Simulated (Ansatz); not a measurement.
**CuFH₃N: basis-set convergence**

One table from this session's results is given with a row withheld; the runs are named, their logs left out.

The runs use Ansatz 0.2.0, Gaussian basis; one geometry, several basis sets.

Levels to be run: PBE0-D4/def2-SVP; ωB97M-V/def2-SVP; PBE0-D4/def2-QZVPP; ωB97M-V/def2-QZVPP; the functionals' def2-TZVPP values are taken from earlier runs.

2 further runs of the same task are left out: 2 for a known fault of the program.

## The geometry

All runs share one geometry, relaxed beforehand with PBE0-D4 in a triple-zeta def2 set.

SMILES `[NH3+][Cu-][F]`, 6 atoms, charge 0, spin multiplicity 1.

Atoms are counted from 1 here; the program's logs count them from 0.

Bond lengths: N1–Cu2 1.910 Å, N1–H4 1.015 Å, N1–H5 1.015 Å, N1–H6 1.015 Å, Cu2–F3 1.761 Å. Angles: Cu2–N1–H4 111.4°, Cu2–N1–H5 111.4°, Cu2–N1–H6 111.4°, H4–N1–H5 107.5°, H4–N1–H6 107.5°, H5–N1–H6 107.5°, N1–Cu2–F3 180.0°.

Set-up of the first run:

Contents of in.yaml:

```yaml
crystal:
  periodic: [false, false, false]
  atoms:
    - {symbol: N, position_ang: [-0.496249, 0.465069, -0.281683]}
    - {symbol: Cu, position_ang: [0.794396, -0.755037, 0.420985]}
    - {symbol: F, position_ang: [1.984087, -1.879730, 1.068684]}
    - {symbol: H, position_ang: [-0.930844, 0.100588, -1.123922]}
    - {symbol: H, position_ang: [-0.072644, 1.356920, -0.518844]}
    - {symbol: H, position_ang: [-1.236747, 0.648090, 0.388580]}
basis:
  gaussian: {orbitals: def2-SVP}
hamiltonian: {xc: pbe0, dispersion: d4}
output: {orbitals: {seedname: orbitals}}
```

The run is started by

```
> ansatz run in.yaml --threads 2 --pin off --events-out ev --progress --plain --max-ram 32768MiB --backend cpu
```

Steps of the session up to this table: PBE0-D4 in def2-SVP; ωB97M-V in def2-SVP; PBE0-D4 in def2-QZVPP; ωB97M-V in def2-QZVPP.

One of the session's tables, all rows but one given; the rest of the session is left out.

It belongs to the step «Density functionals: the series». 

```
functional       basis  HOMO (eV)
   PBE0-D4    def2-SVP      -5.74
   PBE0-D4  def2-TZVPP      -6.37
   PBE0-D4  def2-QZVPP      -6.38
   ωB97M-V    def2-SVP      -8.24
   ωB97M-V  def2-TZVPP      -8.92
   ωB97M-V  def2-QZVPP          ?
```

Q: Estimate the row for ωB97M-V, def2-QZVPP from the others.

As computed: HOMO (eV): -8.93. In the column «HOMO (eV)» it is the lowest.
